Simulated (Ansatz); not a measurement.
# CH4OSi (SMILES CO[SiH]): CCSD/aug-cc-pVDZ

Aim: the electronic atomisation energy of CH4OSi at CCSD/aug-cc-pVDZ, from 5 runs. 

The results are computed with Ansatz 0.2.0.

57 further runs of the same task are left out: 57 set aside as unsound or not needed. Runs told in other sessions of the task aren't counted.

## Step 1: Starting point

The species is CH4OSi (7 atoms), meant as a singlet with charge 0. As SMILES, `CO[SiH]`. Geometry: relaxed at PBE0-D4/def2-TZVP. This is one conformer, not always the lowest.

Bond lengths: C1–O2 1.410 Å, O2–Si3 1.639 Å, C1–H4 1.092 Å, C1–H5 1.095 Å, C1–H6 1.092 Å, Si3–H7 1.552 Å. Angles: C1–O2–Si3 130.6°, O2–C1–H4 109.2°, O2–C1–H5 110.9°, O2–C1–H6 109.2°, O2–Si3–H7 97.1°, H4–C1–H5 109.5°, H4–C1–H6 108.5°, H5–C1–H6 109.5°.

## Step 2: The energy at CCSD/aug-cc-pVDZ

Contents of input.yaml:

```yaml
crystal:
  periodic: [false, false, false]
  atoms:
    - {symbol: C, position_ang: [-0.512400, 0.485500, -0.338500]}
    - {symbol: O, position_ang: [-0.443200, -0.446500, 0.717600]}
    - {symbol: Si, position_ang: [0.796900, -1.387300, 1.229900]}
    - {symbol: H, position_ang: [-1.296400, 0.180800, -1.035500]}
    - {symbol: H, position_ang: [0.443800, 0.547500, -0.868700]}
    - {symbol: H, position_ang: [-0.769300, 1.467500, 0.065400]}
    - {symbol: H, position_ang: [1.841700, -0.915600, 0.184100]}
basis:
  gaussian:
    orbitals: aug-cc-pVDZ
accuracy: high
scf:
  omitted_lower_state_checks: [cluster_reference, increment]
correlation:
  method: ccsd
  frozen_orbitals: {C: 1, H: 0, O: 1, Si: 5}
```

Command:

```bash
ansatz run input.yaml --threads 1 --pin off --max-ram 3480MiB --events-out events.jsonl --progress --plain --runs-dir runs
```

Output:

```text
Warning: RAYON_NUM_THREADS=1 ignored (pool sized by the plan → 1); use --threads N
Functional definition: HF
  name "HF"
  exchange = exact_x
  correlation = 0
these checks for a lower state are left out or cut short: cluster_reference, increment
2191 factors; integrals over basis functions are off by at most 3.5e-9 eV
mean field evaluation 1: about -10990.0740 eV, gradient 3.4e1 eV
mean field evaluation 2: about -10990.0773 eV, gradient 3.4e1 eV
mean field evaluation 4: about -10992.7659 eV, gradient 3.5e0 eV
mean field evaluation 8: about -10992.8131 eV, gradient 3.0e-4 eV
mean field -10992.81308159 eV, -403.9784295522 hartree, gradient 2.0e-8 eV, S^2 0.000000; 0 other end points of the search recorded, 0 dependent functions left out; unrestricted orbitals would lower it
7 core orbitals not correlated: weight in the atoms' cores, before any rotation towards them, 1.000 or more for the frozen orbitals, at most 0.000 for the correlated occupied ones
reference -10992.81308159 eV, -403.9784295522 hartree; 9, 9 occupied and 93, 93 virtual orbitals, 2191 factors
second order -11.90022052 eV of doubles, -0.00000000 eV of singles
cycle   1  -12.39593291 eV  change   -5.0e-1 eV  update   1.0e-1
cycle   2  -12.79610148 eV  change   -4.0e-1 eV  update   3.5e-2
cycle   3  -12.92435216 eV  change   -1.3e-1 eV  update   2.1e-2
cycle   4  -12.91497060 eV  change    9.4e-3 eV  update   5.6e-3
cycle   5  -12.91345011 eV  change    1.5e-3 eV  update   2.6e-3
cycle   6  -12.91431501 eV  change   -8.6e-4 eV  update   8.7e-4
cycle   7  -12.91391997 eV  change    4.0e-4 eV  update   3.8e-4
cycle   8  -12.91383497 eV  change    8.5e-5 eV  update   1.3e-4
cycle   9  -12.91389294 eV  change   -5.8e-5 eV  update   4.6e-5
cycle  10  -12.91389265 eV  change    2.9e-7 eV  update   1.7e-5
cycle  11  -12.91389297 eV  change   -3.1e-7 eV  update   6.4e-6
cycle  12  -12.91389647 eV  change   -3.5e-6 eV  update   2.5e-6
cycle  13  -12.91389641 eV  change    5.4e-8 eV  update   9.4e-7
cycle  14  -12.91389731 eV  change   -8.9e-7 eV  update   3.7e-7
cycle  15  -12.91389767 eV  change   -3.6e-7 eV  update   1.5e-7
cycle  16  -12.91389767 eV  change   -3.4e-9 eV  update   6.8e-8
cycle  17  -12.91389768 eV  change   -1.2e-8 eV  update   3.8e-8
cycle  18  -12.91389790 eV  change   -2.1e-7 eV  update   1.1e-7
cycle  19  -12.91389794 eV  change   -4.2e-8 eV  update   2.8e-8
cycle  20  -12.91389795 eV  change   -6.1e-9 eV  update   9.4e-9
cycle  21  -12.91389795 eV  change   -1.1e-9 eV  update   3.4e-9
cycle  22  -12.91389795 eV  change   6.8e-10 eV  update   1.2e-9
Total energy: -11005.72697954 eV, -404.4530065484 hartree
Checks for a lower state left out: cluster_reference, increment
```

It took 22 s on 1 thread of Arm Neoverse V2, shared host; peak memory 0.95 GiB.

## Step 3: The C atom

Contents of run.yaml:

```yaml
crystal:
  periodic: [false, false, false]
  atoms:
    - {symbol: C, position_ang: [0.000000, 0.000000, 0.000000]}
basis:
  gaussian:
    orbitals: aug-cc-pVDZ
magnetization:
  spin_polarized: true
  initial_magnetization: 2
correlation:
  method: ccsd
  frozen_orbitals: {C: 1}
accuracy: high
scf:
  omitted_lower_state_checks: [cluster_reference, increment]
```

Run the same way, it converges to -37.76360 Eh (log not shown).

## Step 4: The H atom: a single-point energy at UHF/aug-cc-pVDZ

Contents of input.yaml:

```yaml
crystal:
  periodic: [false, false, false]
  atoms:
    - {symbol: H, position_ang: [0.000000, 0.000000, 0.000000]}
basis:
  gaussian: {orbitals: aug-cc-pVDZ}
magnetization: {spin_polarized: true, initial_magnetization: 1}
hamiltonian: {xc: hf}
accuracy: high
```

Run the same way, it converges to -0.49933 Eh (log not shown).

## Step 5: The O atom at the same level

Contents of molecule.yaml:

```yaml
crystal:
  periodic: [false, false, false]
  atoms:
    - {symbol: O, position_ang: [0.000000, 0.000000, 0.000000]}
basis:
  gaussian: {orbitals: aug-cc-pVDZ}
total_charge: 0
magnetization: {spin_polarized: true, initial_magnetization: 2}
correlation: {method: ccsd, frozen_orbitals: {O: 1}}
accuracy: high
scf: {omitted_lower_state_checks: [cluster_reference, increment]}
```

Run the same way, it converges to -74.92384 Eh (log not shown).

## Step 6: The Si atom

Contents of in.yaml:

```yaml
basis:
  gaussian:
    orbitals: aug-cc-pVDZ
crystal:
  periodic: [false, false, false]
  atoms:
    - symbol: Si
      position_ang: [0.000000, 0.000000, 0.000000]
magnetization:
  spin_polarized: true
  initial_magnetization: 2
scf:
  omitted_lower_state_checks: [cluster_reference, increment]
accuracy: high
correlation:
  method: ccsd
  frozen_orbitals: {Si: 5}
```

Run the same way, it converges to -288.91702 Eh (log not shown).

## Step 7: Results

At CCSD/aug-cc-pVDZ, 7 core orbitals frozen:

| quantity | value |
| --- | --- |
| molecule: total energy | -404.45301 Eh |
| molecule: correlation energy (7 core orbitals frozen) | -474.6 mEh |
| molecule: T1 diagnostic | 0.017 |
| C atom: total energy | -37.76360 Eh |
| C atom: correlation energy (1 core orbital frozen) | -75.8 mEh |
| C atom: ⟨S²⟩ of the reference determinant | 2.010 |
| C atom: T1 diagnostic | 0.010 |
| H atom: total energy | -0.49933 Eh |
| H atom: ⟨S²⟩ | 0.750 |
| O atom: total energy | -74.92384 Eh |
| O atom: correlation energy (1 core orbital frozen) | -127.2 mEh |
| O atom: ⟨S²⟩ of the reference determinant | 2.008 |
| O atom: T1 diagnostic | 0.010 |
| Si atom: total energy | -288.91702 Eh |
| Si atom: correlation energy (5 core orbitals frozen) | -66.1 mEh |
| Si atom: ⟨S²⟩ of the reference determinant | 2.014 |
| Si atom: T1 diagnostic | 0.011 |
| electronic atomisation energy | 23.162 eV |

In words: Taking the molecule apart into free atoms costs 23.16 eV (534 kcal/mol), before zero-point energy and without spin-orbit coupling. The restricted solution (molecule) is unstable to spin breaking: an unrestricted one lies lower.
